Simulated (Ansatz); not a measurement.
# GaH₂+ (quintet): wave-function methods side by side, cc-pVQZ

One table from this session's results is given with a row withheld; the runs are named, their logs left out.

Program: Ansatz 0.2.0, Gaussian basis. Level of theory: cc-pVQZ, core rule «outside noble gas», up to 14 orbitals frozen. These are calculated values, not measurements.

To be run: UHF; CCSD(T) on ROHF; CCSD(T) on UHF; BCCD(T) on ROHF; CCSDT(Q) on ROHF; CCSDT(Q) on UHF; Full CI.

9 further runs of the same task are left out: 5 for a known fault of the program, 4 set aside as unsound or not needed.

### The geometry

The geometry is a PBE0/def2-TZVP stationary point (not a proven minimum) of the parent state, kept for this charge and spin. No spin-orbit coupling is included. The filled d shell of Ga may be among the frozen orbitals whatever the setting's name suggests; the logs give the count.

3 atoms, charge 1, spin multiplicity 5.

Atoms are counted from 1 here; the program's logs count them from 0.

Bond lengths: Ga1–H2 1.768 Å, Ga1–H3 1.768 Å. Angles: H2–Ga1–H3 71.9°.

Coordinates:

| atom | x (Å) | y (Å) | z (Å) |
| --- | --- | --- | --- |
| Ga1 | 0.0000 | 0.0000 | -0.0402 |
| H2 | 0.0000 | 1.0383 | 1.3910 |
| H3 | 0.0000 | -1.0383 | 1.3910 |

The first run:

in.yaml

```yaml
crystal:
  periodic: [false, false, false]
  atoms:
    - {symbol: Ga, position_ang: [0.000000, 0.000000, -0.040218]}
    - {symbol: H, position_ang: [0.000000, 1.038252, 1.391008]}
    - {symbol: H, position_ang: [0.000000, -1.038252, 1.391008]}
basis:
  gaussian: {orbitals: cc-pVQZ}
total_charge: 1
magnetization: {spin_polarized: true, initial_magnetization: 4}
hamiltonian: {xc: hf}
output: {orbitals: {seedname: orbitals}}
```

On the command line:

```sh
$ ansatz run in.yaml --threads 1 --pin off --events-out ev --progress --plain --max-ram 4096MiB --backend cpu
```

Steps of the session up to this table: UHF; CCSD(T) on ROHF; CCSD(T) on UHF; BCCD(T) on ROHF; CCSDT(Q) on ROHF; CCSDT(Q) on UHF; Full CI.

One table of the session follows, with a row left open; its other results are not shown here.

```
   method  from FCI (meV)
     ROHF          +417.5
      UHF          +373.3
     RMP2          +137.2
     UMP2           +93.8
    RCCSD            +5.3
    UCCSD               ?
 RCCSD(T)            +1.2
 UCCSD(T)           -41.1
  BCCD(T)            +1.2
   RCCSDT            -0.4
   UCCSDT           -42.6
RCCSDT(Q)            -0.4
UCCSDT(Q)           -42.6
      FCI               0
```

Q: Estimate the row for UCCSD from the others.

As computed: from FCI (meV): -37.0. In the column «from FCI (meV)» it lies between UCCSD(T) (-41.1) and RCCSDT (-0.4).

Among the levels timed on like hardware and quicker than the yardstick, those that no quicker one beats, quickest first: RCCSD(T) (4.1 s, +1.2 meV); RCCSDT(Q) (9.5 s, -0.4 meV).

Limits of these values: The yardstick is full CI for this spin, exact in this basis with these frozen cores. UCCSD, UCCSD(T), UCCSDT, UCCSDT(Q) fall below full CI: unrestricted runs freeze a spin-polarised core, another one than full CI's, and coupled cluster isn't variational. Levels on UHF freeze UHF's core orbitals, full CI those of ROHF, so the U rows can settle a little off it for that reason alone. Restricted and unrestricted rows rest on different reference determinants; where their highest levels disagree by more than a few hundredths of an eV, they describe different states and don't form one ladder.
